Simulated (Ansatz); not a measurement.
# SrTiO3: the cost of one run

Computed with Ansatz 0.2.0 (DFT r²SCAN, frozen-core PAW, scalar-relativistic unless said, unless a step's input says otherwise).

2 further runs of the same task are left out: 2 set aside as unsound or not needed. Runs told in other sessions of the task aren't counted.

## (1) The starting structure

The structure is cubic, space group Pm-3m (No. 221). The conventional cell has a = 3.905 Å, b = 3.905 Å, c = 3.905 Å, α = 90.00°, β = 90.00°, γ = 90.00°. Sr (site symmetry m-3m) is surrounded by 12 O at 2.76 Å. Ti (site symmetry m-3m) has 6 O at 1.95 Å in its first shell of neighbours. Around O (site symmetry 4/mmm) lie 2 Ti at 1.95 Å and 4 Sr at 2.76 Å.

Structure file:

```cif
data_structure
_symmetry_space_group_name_H-M 'P 1'
_symmetry_Int_Tables_number 1
_cell_length_a 3.9053
_cell_length_b 3.9053
_cell_length_c 3.9053
_cell_angle_alpha 90.000
_cell_angle_beta 90.000
_cell_angle_gamma 90.000
_cell_volume 59.56
loop_
_atom_site_label
_atom_site_type_symbol
_atom_site_fract_x
_atom_site_fract_y
_atom_site_fract_z
_atom_site_occupancy
Sr1 Sr 0.50000 0.50000 0.50000 1
Ti1 Ti 0.00000 0.00000 0.00000 1
O1 O 0.50000 0.00000 0.00000 1
O2 O 0.00000 0.50000 0.00000 1
O3 O 0.00000 0.00000 0.50000 1
```

Cartesian axes are those of the input's lattice vectors. The structure goes back to a database entry.

## (2) Cell and atoms relaxed, PAW

File input.yaml:

```yaml
crystal:
  lattice:
    - [3.90528, 0.0, 0.0]
    - [0.0, 3.90528, 0.0]
    - [0.0, 0.0, 3.90528]
  atoms:
    - { symbol: Sr, position: [0.5, 0.5, 0.5] }
    - { symbol: Ti, position: [0.0, 0.0, 0.0] }
    - { symbol: O, position: [0.5, 0.0, 0.0] }
    - { symbol: O, position: [0.0, 0.5, 0.0] }
    - { symbol: O, position: [0.0, 0.0, 0.5] }
kpoints:
  mp_grid: { grid: [8, 8, 8] }
scf:
  occupations: { method: fermi_dirac, width: 0.08 }
hamiltonian:
  xc: r2scan
  pseudopotentials: { kind: paw }
relax:
  f_tol: 0.002
  max_steps: 80
  cell: {}
output:
  forces: true
  stress: true
```

Started as:

```console
$ ansatz run input.yaml --threads 2 --pin off --max-ram 6144MiB --backend cpu --events-out ev --progress --plain --runs-dir out
```

What time and memory should one allow on 2 threads of Arm Neoverse V1, shared host?

About 10 s, with a peak of 0.5 GiB.
